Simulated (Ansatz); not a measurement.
# AlH₃ + H₂O + HF: a complex and its separated parts

Aim: how far the complex at one end of a reaction step lies below its separated, relaxed parts, level by level.

Method: PBE0-D4/def2-TZVP structures, single points in def2-TZVPP, no counterpoise correction; program: Ansatz 0.2.0, Gaussian basis.

Levels: SPW92, PBE-D4, BLYP-D4, r2SCAN-D4, B97M-V, PBE0-D4, B3LYP-D4, r2SCAN0-D4, BHLYP-D4, CAM-B3LYP-D4, wB97X-V, wB97M-V, B2PLYP, PBE-QIDH, RPA on PBE, Hartree-Fock, MP2, CCSD, CCSD(T).

Cores are frozen in the correlated methods. B3LYP uses VWN-RPA correlation. B2PLYP carries no dispersion term here.

26 further runs of the same task are left out: 26 set aside as unsound or not needed.

## (1) Starting geometry

The complex: 9 atoms, charge 0, spin multiplicity 1.

Atoms are counted from 1 here; the program's logs count them from 0.

Bond lengths: Al1–H2 1.644 Å, Al1–H3 1.584 Å, Al1–H4 1.592 Å, Al1–O6 1.966 Å, H5–O6 0.986 Å, O6–H9 0.962 Å, H7–F8 0.973 Å. Angles: H2–Al1–H3 113.3°, H2–Al1–H4 113.9°, H2–Al1–O6 96.0°, H3–Al1–H4 122.3°, H3–Al1–O6 105.8°, H4–Al1–O6 100.3°, Al1–O6–H5 109.2°, Al1–O6–H9 115.2°, H5–O6–H9 108.7°.

Coordinates:

```xyz
9

Al   -0.8150   -0.1428   -0.8041
H     0.6363    0.4475   -1.3004
H    -1.1299   -1.5894   -1.3676
H    -1.9418    0.9695   -0.6401
H     0.6558   -0.1838    1.1827
O    -0.2997   -0.4005    1.0759
H     1.6071    0.4400   -0.3489
F     2.0929    0.3463    0.4895
H    -0.8057    0.1130    1.7131
```

Its parts: AlH₃ holds atoms 1, 2, 3, 4; H₂O holds atoms 5, 6, 9; HF holds atoms 7, 8. Each part counts its atoms afresh in its own runs.

## (2) Relaxing AlH₃ alone

Contents of relax-a/in.yaml:

```yaml
crystal:
  periodic: [false, false, false]
  atoms:
    - {symbol: Al, position_ang: [-0.814982, -0.142824, -0.804082]}
    - {symbol: H, position_ang: [0.636333, 0.447509, -1.300417]}
    - {symbol: H, position_ang: [-1.129867, -1.589369, -1.367624]}
    - {symbol: H, position_ang: [-1.941761, 0.969541, -0.640150]}
basis:
  gaussian: {orbitals: def2-TZVP}
hamiltonian: {xc: pbe0, dispersion: d4}
relax: {f_tol: 0.005, max_steps: 200}
```

No record of the launch command was kept for these runs.

Further steps of the session: Relaxing H₂O alone; Relaxing HF alone; wB97M-V/def2-TZVPP; CCSD(T)/def2-TZVPP; CCSD(T)/def2-QZVPP; Vibrations of AlH₃; Vibrations of H₂O; Vibrations of HF.

Q: Predict the outcome of this session. Wanted: complex less parts, CCSD(T)/def2-TZVPP; with zero-point energy; largest T1 diagnostic.

As calculated:

```
                              quantity           value
complex less parts, CCSD(T)/def2-TZVPP  -33.7 kcal/mol
                with zero-point energy  -27.8 kcal/mol
                 largest T1 diagnostic           0.010
```

At CCSD(T) the complex lies 33.7 kcal/mol below its parts. Among the functionals B2PLYP lands nearest to CCSD(T) (0.0 kcal/mol) and SPW92 farthest (-17.9 kcal/mol). By rung, the mean size of the error is: LDA 17.9, GGA 3.0, meta-GGA 4.4, hybrid 2.8, range-separated hybrid 2.7, double hybrid 1.0 kcal/mol. PBE-D4 gives a relative energy 4.7 kcal/mol too low, outside chemical accuracy (1 kcal/mol). No counterpoise was applied, and triple zeta lacks some correlation, so the CCSD(T) reference has a basis error of its own, and close matches with it are partly luck.
